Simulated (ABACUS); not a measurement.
Runs of ABACUS 3.10.1 on HPbNO4. The typed cell holds 7 atoms: a = 3.858 Å, b = 5.535 Å, c = 6.055 Å, α = 106.62°, β = 93.97°, γ = 90.45°. The cell was built by a generator and needn't be a form met in nature.

```csv
level,V0 of scaled cells (Å³/atom),B0 (GPa)
PBE,18.48,70
PW91,18.45,70
r2SCAN,17.88,(a)
LDA,17.77,77
PBEsol,18.08,(b)
```

Alike in all rows: task equation of state; potentials or basis SG15 ONCV 1.2 PBE, DZP LCAO (the cutoffs set its grid); no spin polarisation; cell as given; k mesh 5 × 4 × 4; cutoff (eV) 1361; smearing fermi-dirac 0.05 eV.

**Question.** Fill in the values left out.

**Answer.** (a) 76; (b) 74.

Caveats: the atomic orbitals were generated for these runs and aren't a published set; the cell was scaled at fixed shape and fractional positions, which overstates the stiffness of a crystal with free parameters, most of all of layers and chains; the basis of atomic orbitals isn't converged, which shifts pressures, moduli and gaps; the potentials were made for another functional, which shifts forces and pressure (some runs).
